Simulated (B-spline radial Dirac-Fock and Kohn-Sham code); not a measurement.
**Lu³⁵⁺: core levels and X-ray properties**

Wanted for Lu³⁵⁺: its X-ray form factor and Compton profile, the binding energy of each subshell and its two-hole states.

The numbers are computed with B-spline radial Dirac-Fock and Kohn-Sham code (version 2): a free atom or ion on a radial basis; each step names its model.

### Step 1. The system

Lutetium as Lu³⁵⁺, 1s2 2s2 2p6 3s2 3p6 3d10 4s2 4p6.

| Quantity | Value |
| --- | --- |
| nuclear charge | 71 |
| electrons | 36 |
| mass number | 175 |
| nuclear rms radius | 5.37 fm |

### Step 2. Scattering by the electron cloud

Model: Dirac-Fock average of configuration, finite nucleus; form factor of the spherical density, Waller-Hartree incoherent function, impulse-approximation Compton profiles.

The run's settings:

```ini
task = scatter
Z = 71
charge = 35
configuration = 1s2 2s2 2p6 3s2 3p6 3d10 4s2 4p6
mass_number = 175
rms_radius = 5.37  # fm
s = [0.0, 0.1, 0.12, 0.15, 0.18, 0.22, 0.27, 0.34, 0.41, 0.51, 0.62, 0.76, 0.94, 1.15, 1.41, 1.73, 2.13, 2.61, 3.2, 3.93, 4.83, 5.93, 7.28]  # 1/A
pz = [0, 0.1, 0.2, 0.3, 0.4, 0.5, 0.6, 0.8, 1.0, 1.2, 1.4, 1.6, 1.8, 2.0, 2.5, 3.0, 4.0, 5.0, 7.0, 10.0, 15.0, 20.0, 30.0, 40.0, 60.0, 100.0]  # a.u.
photon_energy = [2000, 8047.8, 17479.3, 20000, 30000, 50000, 200000, 1000000]  # eV
```

From the run's result record (rounded, not every field):

```text
status: converged
form_factor [e]: [36.0, 35.808, 35.724, 35.571, 35.385, 35.089, 34.644, 33.894, 33.015, 31.579, 29.83, 27.489, 24.525, 21.411, 18.254, 15.277, 12.392, 9.6176, 7.1877, 5.5583, 4.6125, 3.7708, 2.8138]
incoherent: [2.1554e-11, 0.19015, 0.27269, 0.42286, 0.60336, 0.88821, 1.3087, 1.9993, 2.7822, 4.0047, 5.4149, 7.2083, 9.408, 11.758, 14.293, 16.838, 19.396, 21.992, 24.642, 27.169, 29.399, 31.25, 32.703]
compton_total [1/a.u.]: [1.8947, 1.8943, 1.893, 1.8909, 1.888, 1.8842, 1.8796, 1.8678, 1.8525, 1.8339, 1.8119, 1.7866, 1.7581, 1.7265, 1.6359, 1.5327, 1.3141, 1.1186, 0.86116, 0.62738, 0.33108, 0.18401, 0.071865, 0.0334, 0.010338, 0.0019467]
shells: ["1s1/2", "2s1/2", "2p1/2", "2p3/2", "3s1/2", "3p1/2", "3p3/2", "3d3/2", "3d5/2", "4s1/2", "4p1/2", "4p3/2"]
occupation: [2.0, 2.0, 2.0, 4.0, 2.0, 2.0, 4.0, 4.0, 6.0, 2.0, 2.0, 4.0]
mean_momentum [a.u.]: [72.458, 25.906, 34.232, 30.659, 13.292, 15.84, 14.812, 17.698, 17.327, 7.919, 8.8635, 8.4995]
r2 [bohr^2]: 2.6173
r_inverse [1/bohr]: 456.94
r1 [bohr]: 7.7075
coherent [b]: [850.3, 704.31, 434.9, 383.74, 246.09, 121.65, 12.402, 0.59034]
incoherent_cross_section [b]: [0.16156, 2.0299, 5.524, 6.2931, 8.6342, 11.378, 12.924, 7.4868]
```

The scattering functions against s = sin θ / λ:

| s (1/Å) | f (e) | f / N | S(s) |
| --- | --- | --- | --- |
| 0 | 36.00 | 1.000 | 0 |
| 0.120 | 35.72 | 0.992 | 0.2727 |
| 0.180 | 35.39 | 0.983 | 0.6034 |
| 0.270 | 34.64 | 0.962 | 1.309 |
| 0.410 | 33.01 | 0.917 | 2.782 |
| 0.620 | 29.83 | 0.829 | 5.415 |
| 0.940 | 24.52 | 0.681 | 9.408 |
| 1.41 | 18.25 | 0.507 | 14.29 |
| 2.13 | 12.39 | 0.344 | 19.40 |
| 3.20 | 7.188 | 0.200 | 24.64 |
| 4.83 | 4.613 | 0.128 | 29.40 |
| 7.28 | 2.814 | 0.078 | 32.70 |

### Step 3. Core and valence levels

Model: Dirac-Fock average of configuration, Delta-SCF, finite nucleus, first-order Breit with its frequency dependence, self-energy and vacuum polarisation.

The run's settings:

```ini
task = binding
```

From the run's result record (rounded, not every field):

```text
status: converged
shells: ["K", "L1", "L2", "L3", "M1", "M2", "M3", "M4", "M5", "N1", "N2", "N3"]
total_energy_parts [Ha]: [-13879.2718, 16.3715916, -1.71114754, -0.273056885, 11.9852044, -2.06800593]
koopmans [eV]: [65174.3, 12441.2, 11918.1, 10797.4, 3962.87, 3735.04, 3485.37, 3107.03, 3052.93, 1773.82, 1668.69, 1593.43]
dirac_coulomb [eV]: [65117.0, 12417.8, 11890.6, 10772.5, 3957.49, 3728.99, 3480.04, 3100.01, 3046.24, 1773.16, 1667.95, 1592.78]
gaunt [eV]: [-221.538, -24.2907, -41.0466, -28.6064, -4.75231, -8.03624, -5.4454, -3.55864, -2.47631, -1.46604, -2.38685, -1.63013]
retardation [eV]: [16.8574, 2.03087, 4.42893, 4.43289, 0.422055, 0.884689, 0.888122, 0.367611, 0.361086, 0.165212, 0.300096, 0.306085]
breit_frequency [eV]: [3.35128, -0.277351, -0.0300479, 1.43326, -0.0778005, -0.0788348, 0.290755, -0.036964, -0.00422949, -0.0249285, -0.0280799, 0.0876563]
self_energy [eV]: [-127.406, -17.9669, 0.12195, -1.19867, -4.16749, -0.0302615, -0.285946, 0.337346, 0.187704, -1.25962, -0.00342454, -0.0818183]
vacuum_polarisation [eV]: [23.1029, 3.04769, 0.0927817, -0.121293, 0.686163, 0.0190021, -0.0362857, -0.0387913, -0.0372624, 0.207775, 0.00557316, -0.0116968]
binding [eV]: [64811.3, 12380.4, 11854.2, 10748.4, 3949.6, 3721.74, 3475.45, 3097.08, 3044.27, 1770.78, 1665.83, 1591.45]
mean_radius [bohr]: [0.0193202, 0.0811225, 0.0674316, 0.074979, 0.209109, 0.19906, 0.212232, 0.186512, 0.190612, 0.430599, 0.429319, 0.449243]
```

total_energy_parts: Dirac-Coulomb, Gaunt, retardation, frequency dependence, self-energy, vacuum polarisation. 

The binding energies by parts, in eV; the parts add up.

```
level       -ε  relaxation    Breit      QED  binding
   1s  65174.3      -57.29  -201.33  -104.30  64811.3
   2s  12441.2      -23.35   -22.54   -14.92  12380.4
2p1/2  11918.1      -27.50   -36.65     0.21  11854.2
2p3/2  10797.4      -24.86   -22.74    -1.32  10748.4
   3s   3962.9       -5.37    -4.41    -3.48   3949.6
3p1/2   3735.0       -6.06    -7.23    -0.01   3721.7
3p3/2   3485.4       -5.32    -4.27    -0.32   3475.5
3d3/2   3107.0       -7.02    -3.23     0.30   3097.1
3d5/2   3052.9       -6.69    -2.12     0.15   3044.3
   4s   1773.8       -0.67    -1.33    -1.05   1770.8
4p1/2   1668.7       -0.74    -2.11     0.00   1665.8
4p3/2   1593.4       -0.65    -1.24    -0.09   1591.5
```

X-ray lines as differences of these levels:

```
        line  energy (eV)
 Kβ2' (K-N3)      63219.9
Kβ2'' (K-N2)      63145.5
  Kβ1 (K-M3)      61335.9
  Kβ3 (K-M2)      61089.6
  Kα1 (K-L3)      54062.9
  Kα2 (K-L2)      52957.2
 Lγ3 (L1-N3)      10788.9
 Lγ2 (L1-N2)      10714.5
 Lγ5 (L2-N1)      10083.4
 Lβ6 (L3-N1)       8977.7
 Lβ3 (L1-M3)       8904.9
 Lβ1 (L2-M4)       8757.1
 Lβ4 (L1-M2)       8658.6
  Lη (L2-M1)       7904.6
```

### Step 4. Double vacancies and Auger multiplets

Model: Dirac-Fock average of configuration, Delta-SCF, finite nucleus, first-order Breit with its frequency dependence, self-energy and vacuum polarisation; two-hole levels by intermediate coupling within the shell, Auger rates as independent-particle Coulomb matrix elements.

Recorded inputs:

```ini
task = double
```

From the run's result record (rounded, not every field):

```text
status: converged
single_binding [eV]: {"K": 64811.33, "L1": 12380.36, "L2": 11854.17, "L3": 10748.45, "M1": 3949.603, "M2": 3721.744, "M3": 3475.454, "M4": 3097.076, "M5": 3044.271, "N1": 1770.781, "N2": 1665.834, "N3": 1591.452}
double_binding [eV]:
  KK: 130982.2
  KL2: 77102.01
  KL3: 75932.58
  KM2: 68696.43
  KM3: 68434.78
  KM4: 68053.39
  KM5: 67996.71
  L1L1: 25020.66
  L1L2: 24484.58
  L1L3: 23366.36
  L1M2: 16238.14
  L1M3: 15984.98
  L1M4: 15618.72
  L1M5: 15562.9
  L2L2: 24028.68
  L2L3: 22884.15
  L2M1: 15935.8
  L2M3: 15463.37
  L2M4: 15091.29
  L2M5: 15039.94
  L3L3: 21770.85
  L3M1: 14828.3
  L3M2: 14608.8
  L3M4: 13989.01
  L3M5: 13930.23
  M4M4: 6308.941
  M4M5: 6256.326
  M5M5: 6201.75
  M2M2: 7555.05
  M2M3: 7299.313
  M3M3: 7052.171
auger_lines [eV]:
  K-L123: [["L2L3", 2, 0.999755, 41917.6, 0.36713], ["L1L2", 1, 0.997387, 40314.3, 0.148928], ["L3L3", 2, 0.999755, 43049.2, 0.127503], ["L1L3", 1, 0.997387, 41398.1, 0.115641], ["L1L1", 0, 0.995779, 39785.0, 0.106153], ["L1L3", 2, 1.0, 41474.8, 0.0283308]]
  L2-M45: [["M4M5", 4, 0.988633, 5591.95, 0.605256], ["M4M4", 2, 0.989512, 5548.33, 0.149322], ["M4M5", 3, 1.0, 5606.76, 0.0745661], ["M4M4", 0, 0.980386, 5524.91, 0.0198217], ["M5M5", 2, 0.996981, 5649.21, 0.0142517], ["M4M5", 2, 0.987445, 5597.72, 0.0119231]]
  L3-M45: [["M4M5", 4, 0.988633, 4486.22, 0.630739], ["M5M5", 4, 0.988633, 4551.93, 0.299616], ["M5M5", 2, 0.996981, 4543.49, 0.108577], ["M4M5", 3, 1.0, 4501.04, 0.0992996], ["M4M5", 2, 0.987445, 4492.0, 0.073492], ["M4M4", 2, 0.989512, 4442.61, 0.0359897]]
  L2-M23: [["M2M3", 2, 0.999331, 4551.19, 0.202026], ["M2M2", 0, 0.998858, 4298.56, 0.0994105], ["M2M3", 1, 1.0, 4560.69, 0.092556], ["M3M3", 0, 0.998858, 4787.11, 0.00262155], ["M3M3", 2, 0.999331, 4805.26, 0.00191804]]
```

Auger rows: leading holes, J, purity, kinetic energy, width; the six strongest of each group. Left out are hole states that did not converge, or in which two open shells of one symmetry are about equally filled, where the average of configuration falls too low.

Hole-hole repulsion U = E(ab) - E(a) - E(b), in eV:

```
holes    double  sum of singles       U
  K K  130982.2        129622.7  1359.6
 K L2   77102.0         76665.5   436.5
 K L3   75932.6         75559.8   372.8
 K M2   68696.4         68533.1   163.4
 K M3   68434.8         68286.8   148.0
 K M4   68053.4         67908.4   145.0
 K M5   67996.7         67855.6   141.1
L1 L1   25020.7         24760.7   259.9
L1 L2   24484.6         24234.5   250.1
L1 L3   23366.4         23128.8   237.6
L1 M2   16238.1         16102.1   136.0
L1 M3   15985.0         15855.8   129.2
L1 M4   15618.7         15477.4   141.3
L1 M5   15562.9         15424.6   138.3
L2 L2   24028.7         23708.3   320.3
L2 L3   22884.2         22602.6   281.5
L2 M1   15935.8         15803.8   132.0
L2 M3   15463.4         15329.6   133.7
L2 M4   15091.3         14951.2   140.0
L2 M5   15039.9         14898.4   141.5
L3 L3   21770.8         21496.9   274.0
L3 M1   14828.3         14698.0   130.3
```

### Step 5. Results

```
                             quantity                    value
     rms radius of the electron cloud               0.270 bohr
                form factor halves at                  1.4 1/Å
              Compton profile at zero             1.895 1/a.u.
         deepest level listed, K (1s)               64811.3 eV
              least bound, N3 (4p3/2)                1591.5 eV
                                  Kα1               54062.9 eV
ionisation energy, NIST (theoretical)               1591.00 eV
                       largest U, K K                1359.6 eV
             strongest line of K-L123  L2L3, J = 2, 41917.6 eV
```

The form factor starts at the 36 electrons and halves by s = 1.4 1/Å. Incoherent scattering outweighs coherent from 200 keV on, among the energies asked. For K (1s), relaxation takes off 57.3 eV, Breit terms shift it by -201.33 and QED by -104.30 eV. NIST's ionisation energy differs by -0.45 eV from the least binding energy, within its stated uncertainty. Two holes repel most in K K, by 1359.6 eV, and least in M3 M3, by 101.3 eV. In the K-L123 Auger group the L2L3 J = 2 line carries 38 % of the rate. The Hartree-Fock and Dirac-Fock values hold no electron correlation.
